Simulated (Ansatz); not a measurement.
# B2Cl2F4: the cost of one run

Method: the settings change from run to run; program: Ansatz 0.2.0, Gaussian basis.

## 1. The geometry

The structure was relaxed beforehand with PBE0-D4 in a triple-zeta def2 set.

SMILES `F[B-]1(F)[Cl+][B-](F)(F)[Cl+]1`, 8 atoms, charge 0, spin multiplicity 1.

Atoms are counted from 1 here; the program's logs count them from 0.

Bond lengths: F1–B2 1.322 Å, B2–F3 1.322 Å, B2–Cl4 1.984 Å, B2–Cl8 1.984 Å, Cl4–B5 1.984 Å, B5–F6 1.322 Å, B5–F7 1.322 Å, B5–Cl8 1.983 Å. Angles: F1–B2–F3 119.9°, F1–B2–Cl4 110.0°, F1–B2–Cl8 110.0°, F3–B2–Cl4 110.0°, F3–B2–Cl8 109.9°, Cl4–B2–Cl8 94.1°, B2–Cl4–B5 85.9°, Cl4–B5–F6 109.9°, Cl4–B5–F7 110.0°, Cl4–B5–Cl8 94.1°, F6–B5–F7 119.9°, F6–B5–Cl8 110.0°, F7–B5–Cl8 110.0°, B2–Cl8–B5 85.9°.

## 2. PBE-QIDH/x2c-TZVPPall

This run has finite nuclei.

in.yaml

```yaml
crystal:
  periodic: [false, false, false]
  atoms:
    - {symbol: F, position_ang: [0.600273, -2.189125, 0.468568]}
    - {symbol: B, position_ang: [0.785743, -0.891532, 0.643680]}
    - {symbol: F, position_ang: [1.742568, -0.466135, 1.451377]}
    - {symbol: Cl, position_ang: [0.930782, 0.015299, -1.114431]}
    - {symbol: B, position_ang: [-0.785776, 0.891503, -0.643675]}
    - {symbol: F, position_ang: [-0.596481, 2.188128, -0.465405]}
    - {symbol: F, position_ang: [-1.743849, 0.470896, -1.452374]}
    - {symbol: Cl, position_ang: [-0.933249, -0.019034, 1.112281]}
basis:
  gaussian: {orbitals: x2c-TZVPPall, nuclear_model: gaussian}
hamiltonian: {xc: {name: PBE-QIDH}}
```

On the command line:

```bash
> ansatz run in.yaml --threads 4 --pin off --events-out ev --progress --plain --max-ram 11315MiB
```

What time and memory should one allow on 4 threads of Arm Neoverse V2, shared host?

About 9 s, with a peak of 0.84 GiB.
